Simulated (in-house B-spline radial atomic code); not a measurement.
# Zn⁺: a fraction of an electron moved 3d → 4s

How does the CAM-B3LYP energy of Zn⁺ change when part of an electron is moved 3d → 4s?

The numbers are computed with in-house B-spline radial atomic code version 1 (non-relativistic CAM-B3LYP, spin-polarised, spherical fractional occupations, point nucleus, basis-set limit), except any that are marked as measured or tabulated.

**1. Starting point**

```
element       : zinc (Z = 30)
charge        : +1
electrons     : 29
configuration : [Ar] 3d10 4s1
Hamiltonian   : non-relativistic
nucleus       : point
```

Outer shells as boxes (Hund's rule):

[Ar] 3d10 4s1
```
[Ar] core
3d [↑↓][↑↓][↑↓][↑↓][↑↓]
4s [↑ ]
```

Where spins are not typed, each open shell is filled with up spins first.

**2. The start, at fraction 0**

Settings of the run:

```ini
Z = 30
electrons = 29.0
configuration = [Ar] 3d10 4s1
hamiltonian = nr
method = camb3lyp
spin_polarised = True
```

**3. 0.125 electron moved 3d → 4s**

Settings of the run:

```ini
Z = 30
electrons = 29.0
configuration = [Ar] 3d9.875 4s1.125
hamiltonian = nr
method = camb3lyp
spin_polarised = True
```

**4. 0.25 electron moved 3d → 4s**

Settings of the run:

```ini
Z = 30
electrons = 29.0
configuration = [Ar] 3d9.75 4s1.25
hamiltonian = nr
method = camb3lyp
spin_polarised = True
```

**5. 0.375 electron moved 3d → 4s**

Settings of the run:

```ini
Z = 30
electrons = 29.0
configuration = [Ar] 3d9.625 4s1.375
hamiltonian = nr
method = camb3lyp
spin_polarised = True
```

**6. 0.5 electron moved 3d → 4s**

Settings of the run:

```ini
Z = 30
electrons = 29.0
configuration = [Ar] 3d9.5 4s1.5
hamiltonian = nr
method = camb3lyp
spin_polarised = True
```

**7. 0.625 electron moved 3d → 4s**

Settings of the run:

```ini
Z = 30
electrons = 29.0
configuration = [Ar] 3d9.375 4s1.625
hamiltonian = nr
method = camb3lyp
spin_polarised = True
```

**8. 0.75 electron moved 3d → 4s**

Settings of the run:

```ini
Z = 30
electrons = 29.0
configuration = [Ar] 3d9.25 4s1.75
hamiltonian = nr
method = camb3lyp
spin_polarised = True
```

**9. 0.875 electron moved 3d → 4s**

Settings of the run:

```ini
Z = 30
electrons = 29.0
configuration = [Ar] 3d9.125 4s1.875
hamiltonian = nr
method = camb3lyp
spin_polarised = True
```

**10. 1 electron moved 3d → 4s**

Settings of the run:

```ini
Z = 30
electrons = 29.0
configuration = [Ar] 3d9 4s2
hamiltonian = nr
method = camb3lyp
spin_polarised = True
```

**Question.** How does the energy change with the fraction, and which way and how far does it bend from the straight line between the ends?

The runs gave:

| fraction | energy change (eV) | less the straight line (eV) | level 3d down (eV) | level 4s down (eV) | sum of <r²> (bohr²) |
| --- | --- | --- | --- | --- | --- |
| 0 | 0.0000 | 0.0000 | -24.329 | empty | 22.497 |
| 0.125 | 1.6597 | 0.1213 | -24.905 | -11.743 | 23.007 |
| 0.25 | 3.2891 | 0.2122 | -25.484 | -12.580 | 23.472 |
| 0.375 | 4.8849 | 0.2696 | -26.066 | -13.440 | 23.899 |
| 0.5 | 6.4452 | 0.2915 | -26.651 | -14.315 | 24.294 |
| 0.625 | 7.9685 | 0.2763 | -27.239 | -15.203 | 24.660 |
| 0.75 | 9.4538 | 0.2232 | -27.829 | -16.101 | 25.000 |
| 0.875 | 10.9003 | 0.1313 | -28.422 | -17.006 | 25.319 |
| 1 | 12.3074 | 0.0000 | -29.018 | -17.919 | 25.618 |

**Reading.** From fraction 0 to 1 the energy changes by 12.307 eV. It bulges over the straight line by up to 0.29 eV (at 0.5). Slater's transition state, the slope from the orbital energies at fraction 0.5 (Janak's theorem), gives 12.336 eV for the whole step. Here exact exchange is taken at spherical fractional occupations, which leaves self-interaction in open p, d and f shells; that spoils the energies somewhat, at whole numbers too.
